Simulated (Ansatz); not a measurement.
The system is HPbNO4.

```xyz
7
Lattice="3.8571 0.0018 -0.0366 0.1735 4.3344 -0.0165 0.7580 0.8387 5.8766" Properties=species:S:1:pos:R:3 pbc="T T T"
H     2.6784    4.0493    1.1289
Pb    3.2640    2.7055    5.3570
N     3.1776    1.4531    2.9117
O     1.3252    2.6900    4.5562
O     2.9731    4.6255    2.8902
O     2.3661    4.0462    0.1903
O     3.3249    2.1006    1.8421
```

The cell was built by a generator and needn't be a form met in nature.

Base run:

| Item | Value |
| --- | --- |
| Program | Ansatz 0.2.0 |
| Functional | PBE |
| Potentials or basis | all-electron LAPW, scalar-relativistic |
| Cutoff | 764 eV |
| Density cutoff | 3058 eV |
| Basis error allowed | 0.002 eV/atom |
| k mesh | 4 × 4 × 3 |
| Occupations | fermi-dirac, width 0.05 eV |
| Spin | no spin polarisation |

Its results: band gap on the k mesh 0.55 eV, indirect (least direct gap 0.93 eV); pressure 0.0 GPa; largest force 0.100 eV/Å.

The run is repeated on the same cell with these changes: k mesh from 4 × 4 × 3 to 7 × 6 × 5. What comes out?

Band gap on the k mesh 0.36 eV, indirect (least direct gap 0.59 eV); pressure 0.0 GPa; largest force 0.074 eV/Å.

Caveats: spin-orbit coupling is left out, which as a rule narrows the gap of such compounds by several tenths of an eV.

A k mesh can miss the band edges.

Not every run made on this cell is shown here.
